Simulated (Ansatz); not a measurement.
# Ge2H4O2: the cost of one run

Method: RKS B3LYP-D4/def2-SVP, in Ansatz 0.2.0.

### 1 Starting point

Bond lengths: O1–Ge2 1.769 Å, Ge2–O3 1.758 Å, Ge2–Ge4 2.410 Å, O3–Ge4 1.735 Å, O1–H5 1.054 Å, Ge2–H6 1.555 Å, Ge4–H7 1.522 Å, Ge4–H8 1.557 Å. Angles: O1–Ge2–O3 107.3°, O1–Ge2–Ge4 111.7°, O1–Ge2–H6 120.1°, O3–Ge2–Ge4 46.0°, O3–Ge2–H6 108.9°, Ge4–Ge2–H6 127.9°, Ge2–O1–H5 103.4°, Ge2–O3–Ge4 87.3°, Ge2–Ge4–O3 46.8°, Ge2–Ge4–H7 117.6°, Ge2–Ge4–H8 114.5°, O3–Ge4–H7 114.1°, O3–Ge4–H8 110.1°, H7–Ge4–H8 126.4°.

As a file:

```xyz
8

O     0.1131    1.7740   -1.0515
Ge   -0.4139    0.7351    0.2794
O     1.0026   -0.1285    0.8614
Ge    0.3948   -1.5209    0.0245
H    -0.7920    2.1330   -1.4552
H    -1.1665    1.3475    1.4948
H     1.1530   -1.8578   -1.2509
H    -0.1989   -2.5394    1.0416
```

### 2 End point A

Contents of input.yaml:

```yaml
crystal:
  periodic: [false, false, false]
  atoms:
    - { symbol: O, position_ang: [0.1131, 1.774, -1.0515] }
    - { symbol: Ge, position_ang: [-0.4139, 0.7351, 0.2794] }
    - { symbol: O, position_ang: [1.0026, -0.1285, 0.8614] }
    - { symbol: Ge, position_ang: [0.3948, -1.5209, 0.0245] }
    - { symbol: H, position_ang: [-0.792, 2.133, -1.4552] }
    - { symbol: H, position_ang: [-1.1665, 1.3475, 1.4948] }
    - { symbol: H, position_ang: [1.153, -1.8578, -1.2509] }
    - { symbol: H, position_ang: [-0.1989, -2.5394, 1.0416] }
basis:
  gaussian: { orbitals: def2-SVP }
hamiltonian:
  xc: b3lyp
  dispersion: d4
relax:
  f_tol: 0.02
  max_steps: 50
output:
  orbitals: {}
```

Run with:

```
$ ansatz run input.yaml --threads 2 --pin off --max-ram 3072MiB --backend cpu --events-out ev --progress --plain --runs-dir out
```

**Question.** How long does this run take on 2 threads of Intel Xeon 6975P-C (Granite Rapids), shared host, and how much memory does it need?

About 45 s, with a peak of 0.31 GiB.
